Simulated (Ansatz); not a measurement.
Task: a single point from an input written key by key of AsBFH5Si, SMILES B[SiH](F)[AsH2], with Ansatz 0.2.0 through its Python package. Give the script and its output. Level of theory: B97, def2-SVP basis, multiplicity 1.

```xyz
9

B    -0.7131    1.0252    0.6664
Si    0.7350    0.3671   -0.3564
F     2.1296    0.6103    0.5019
As    0.5034   -1.8897   -0.7277
H    -1.4312    1.9195    0.1789
H    -1.0093    0.6465    1.7211
H     0.8558    1.0709   -1.6421
H    -1.0174   -1.6672   -1.1696
H     0.0357   -2.1288    0.8104
```

The script, `deck_asbfh5si.py`:
```python
"""Run AsBFH5Si from an input written out key by key."""

import ansatz as az


def main() -> None:
    deck = {
        "crystal": {
            "periodic": [False, False, False],
            "atoms": [
                {"symbol": "B", "position_ang": [-0.7131, 1.0252, 0.6664]},
                {"symbol": "Si", "position_ang": [0.735, 0.3671, -0.3564]},
                {"symbol": "F", "position_ang": [2.1296, 0.6103, 0.5019]},
                {"symbol": "As", "position_ang": [0.5034, -1.8897, -0.7277]},
                {"symbol": "H", "position_ang": [-1.4312, 1.9195, 0.1789]},
                {"symbol": "H", "position_ang": [-1.0093, 0.6465, 1.7211]},
                {"symbol": "H", "position_ang": [0.8558, 1.0709, -1.6421]},
                {"symbol": "H", "position_ang": [-1.0174, -1.6672, -1.1696]},
                {"symbol": "H", "position_ang": [0.0357, -2.1288, 0.8104]},
            ],
        },
        "basis": {"gaussian": {"orbitals": "def2-SVP", "nuclear_model": "gaussian"}},
        "hamiltonian": {"xc": {"name": "B97"}},
    }
    session = az.Session.from_dict(deck)
    data = session.plan(threads=1).execute().report

    for key in ("converged", "free_energy_ev", "reference_energy_ev", "n_frozen", "n_occupied", "n_virtual"):
        print(f"{key:22s} {data[key]}")
    symbols = ["B", "Si", "F", "As", "H", "H", "H", "H", "H"]
    field = data["mean_field"]
    print("<S^2> =", round(abs(field["state"]["spin_squared"]), 4), " all-electron relativity setting:", field["relativity"])
    print("passes:", field["passes"])
    if "symmetry" in field:
        print("occupied orbitals by irrep:", field["symmetry"]["occupied"])


if __name__ == "__main__":
    main()
```

```console
$ python deck_asbfh5si.py
converged              True
free_energy_ev         -72175.69419404694
reference_energy_ev    -72175.69419404694
n_frozen               0
n_occupied             [33, 33]
n_virtual              [70, 70]
<S^2> = 0.0  all-electron relativity setting: none
passes: {'evaluations': 15, 'products': 12}
occupied orbitals by irrep: [{'A': 33}, {'A': 33}]
```

These settings explore the input space; basis and method may be short of convergence. The geometry is a force-field or estimated start, not a minimum of this method, and the basis set is short of its limit. The whole script took 7.9 s on 1 thread of Arm Neoverse V2, with other jobs on the host, peak memory 0.29 GiB.

(Lines on the test bed's own set-up are left out of the output.)
